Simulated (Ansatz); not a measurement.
# GeH4O: the cost of one run

Method: the settings change from run to run; program: Ansatz 0.2.0, Gaussian basis.

**1. What is computed**

The geometry is a PBE0/def2-TZVP stationary point (not a proven minimum) of the parent state, kept for this charge and spin. No spin-orbit coupling is included. The filled d shell of Ge may be among the frozen orbitals whatever the setting's name suggests; the logs give the count.

6 atoms, charge 0, spin multiplicity 3.

Atoms are counted from 1 here; the program's logs count them from 0.

Bond lengths: Ge1–O2 1.783 Å, Ge1–H3 1.541 Å, Ge1–H4 1.531 Å, Ge1–H5 1.541 Å, O2–H6 0.959 Å. Angles: O2–Ge1–H3 109.9°, O2–Ge1–H4 104.3°, O2–Ge1–H5 109.9°, H3–Ge1–H4 111.4°, H3–Ge1–H5 109.7°, H4–Ge1–H5 111.4°, Ge1–O2–H6 112.7°.

**2. CCSD(T) on UHF/cc-pVDZ**

in.yaml reads:

```yaml
crystal:
  periodic: [false, false, false]
  atoms:
    - {symbol: Ge, position_ang: [0.000000, -0.011677, 0.315636]}
    - {symbol: O, position_ang: [0.000000, 0.105329, -1.463675]}
    - {symbol: H, position_ang: [1.259685, -0.760144, 0.793059]}
    - {symbol: H, position_ang: [0.000000, 1.443682, 0.790510]}
    - {symbol: H, position_ang: [-1.259685, -0.760144, 0.793059]}
    - {symbol: H, position_ang: [0.000000, -0.753786, -1.890382]}
basis:
  gaussian: {orbitals: cc-pVDZ}
magnetization: {spin_polarized: true, initial_magnetization: 2}
correlation: {method: ccsd_t, electrons: valence}
output: {forces: true}
```

Launch:

```bash
$ ansatz run in.yaml --threads 1 --pin off --events-out ev --progress --plain --max-ram 2393MiB
```

What time and memory should one allow on 1 thread of Intel Xeon at 2.50GHz, shared host?

About 98 s, with a peak of 0.32 GiB.
